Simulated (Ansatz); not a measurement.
# CsH4F, relaxed

Aim: in CsH4F, a structure type of another compound, with these elements put in, relax cell and atoms, then read levels, charges and fields where it ends.

Program: Ansatz 0.2.0. Level of theory: DFT, r2SCAN, no spin polarisation, plane waves, PAW. These are calculated values, not measurements.

## 1. The structure

Symmetry: P-43m, No. 215, cubic system. Conventional cell: a = 4.355 Å, b = 4.355 Å, c = 4.355 Å, α = 90.00°, β = 90.00°, γ = 90.00°. Around F (site symmetry -43m) lie 4 H at 1.12 Å. Cs (site symmetry -43m) is surrounded by 4 H at 2.65 Å. H (site symmetry 3m) is surrounded by 1 F at 1.12 Å.

As a file:

```xyz
6
Lattice="4.3546 0.0000 0.0000 0.0000 4.3546 0.0000 0.0000 0.0000 4.3546" Properties=species:S:1:pos:R:3 pbc="T T T"
F     0.0000    0.0000    0.0000
Cs    2.1773    2.1773    2.1773
H     0.6445    0.6445    0.6445
H     0.6445    3.7101    3.7101
H     3.7101    3.7101    0.6445
H     3.7101    0.6445    3.7101
```

The first density is read from a saved solution for the starting cell.

## 2. The relaxation

input.yaml reads:

```yaml
crystal:
  lattice:
    - [4.354617, 0.0, 0.0]
    - [0.0, 4.354617, 0.0]
    - [0.0, 0.0, 4.354617]
  atoms:
    - { symbol: F, position: [0.0, 0.0, 0.0] }
    - { symbol: Cs, position: [0.5, 0.5, 0.5] }
    - { symbol: H, position: [0.148, 0.148, 0.148] }
    - { symbol: H, position: [0.148, 0.852, 0.852] }
    - { symbol: H, position: [0.852, 0.852, 0.148] }
    - { symbol: H, position: [0.852, 0.148, 0.852] }
  symmetry: { tolerance: 0.0003 }
kpoints:
  mp_grid: { grid: [8, 8, 8], shift: [0, 0, 0] }
magnetization:
  spin_polarized: false
scf:
  occupations: { method: fermi_dirac }
  lower_state_search: "off"
hamiltonian:
  pseudopotentials: { kind: paw }
  xc: r2scan
basis:
  ecutwfc: 500
  fft_grid_basis: typed
relax:
  max_steps: 60
  cell: { p_target: 0.0 }
  f_tol: 0.03
output:
  forces: true
  stress: true
  eigenvalues: true
  bader: true
  populations: true
  elf: true
  write_potential: true
  volumetric_format: npy
  dos:
    e_range: [-12, 8]
    de: 0.05
    projected: { site_lists: { Cs: [Cs], F: [F], H: [H] } }
  write_density: true
checkpoint:
  read: saved_state
```

Started as:

```bash
ansatz run input.yaml --threads 2 --pin off --max-ram 2560MiB --backend cpu --events-out ev --progress --plain --runs-dir out
```

Before running it: what results should come out? Wanted: moves; energy gained; largest move; cell; volume; pressure at the end; character; Bader charges.

**Answer**, as computed:

```
                                                 quantity                                                                      value
                                                    moves                                                                          7
                                            energy gained                                                             570.6 meV/atom
                                             largest move                                                                 0.20 Å (H)
                     space group (0.01 Å), before / after                                                              P-43m / P-43m
                                                     cell  a = 5.099 Å, b = 5.099 Å, c = 5.099 Å, α = 90.00°, β = 90.00°, γ = 90.00°
                                                   volume                                                    22.09 Å³/atom (+60.5 %)
                                      pressure at the end                                                                   0.01 GPa
           formation energy (elements from separate runs)                                                               0.99 eV/atom
                                                character                                                                      metal
density of states, mean within 0.25 eV of the Fermi level                                                        6.9 per eV per cell
                                            Bader charges                                               F -0.56, Cs +0.74, H -0.04 e
```

**Reading.** The volume grew by 60.5 %, and the largest move of an atom is 0.20 Å apart from the change of the cell; the energy fell by 570.6 meV per atom. The run held to 24 symmetry operations, so a lower structure without them is not ruled out. It is a metal; within 0.25 eV of the Fermi level the density of states averages 6.9 per eV per cell, mostly H s (74 %) and F p (15 %). By Bader's partition Cs gives up most (+0.74 e) and F takes most (-0.56 e). Set against separate runs on the elements (F2 molecule, Cs bcc, H2 molecule), it forms at 0.99 eV per atom, so at this geometry it is not bound against them.
